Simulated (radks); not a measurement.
# Ionisation of Hg⁺: one atom, several choices of functional

The task here is to estimate one member of a computed series from the others.

The numbers are computed with radks (a radial shooting solver on a logarithmic mesh, Libxc functionals) version 1 (scalar-relativistic Kohn-Sham, spin-polarised, spherical densities, finite nucleus; open shells are filled with parallel spins first), except any that are marked as measured or tabulated.

### Starting point

```
element       : mercury (Z = 80)
charge        : +1
electrons     : 79
configuration : [Xe] 4f14 5d10 6s1
ion           : Hg²⁺, [Xe] 4f14 5d10
choices       : exchange-only r2SCAN; BLYP; BP86; PBEsol; LDA (Slater exchange, VWN5 correlation); exchange-only PBE
```

The outer shells:

Hg⁺
```
[Xe] core
4f [↑↓][↑↓][↑↓][↑↓][↑↓][↑↓][↑↓]
5d [↑↓][↑↓][↑↓][↑↓][↑↓]
6s [↑ ]
```

Hg²⁺
```
[Xe] core
4f [↑↓][↑↓][↑↓][↑↓][↑↓][↑↓][↑↓]
5d [↑↓][↑↓][↑↓][↑↓][↑↓]
```

The first run:

The run's settings:

```text
Z 80
configuration [Xe] 4f14 5d10 6s1
relativity scalar-relativistic
functional r2scan,
spin polarised
nucleus finite rms 5.4648 fm
c 137.035999084
```

Among the steps run: exchange-only r2SCAN: Hg⁺; exchange-only r2SCAN: Hg²⁺; BLYP: Hg⁺; BLYP: Hg²⁺; BP86: Hg⁺; BP86: Hg²⁺; PBEsol: Hg⁺; PBEsol: Hg²⁺; LDA (Slater exchange, VWN5 correlation): Hg⁺; LDA (Slater exchange, VWN5 correlation): Hg²⁺; exchange-only PBE: Hg⁺; exchange-only PBE: Hg²⁺.

One of the session's tables, all rows but one given; the rest of the session is left out.

| functional | Δ-SCF (eV) | −ε(HOMO) (eV) | <r> HOMO (bohr) |
| --- | --- | --- | --- |
| exchange-only r2SCAN | 18.052 | 14.429 | 2.528 |
| BLYP | 19.226 | 15.048 | 2.512 |
| BP86 | 19.331 | 15.266 | 2.492 |
| PBEsol | ? | ? | ? |
| LDA (Slater exchange, VWN5 correlation) | 19.559 | 15.415 | 2.491 |
| exchange-only PBE | 18.466 | 14.381 | 2.550 |

Estimate the missing values for PBEsol.

**Answer.** Δ-SCF (eV): 19.220; −ε(HOMO) (eV): 15.159; <r> HOMO (bohr): 2.494. In the column «Δ-SCF (eV)» it lies between exchange-only PBE (18.466) and BLYP (19.226).
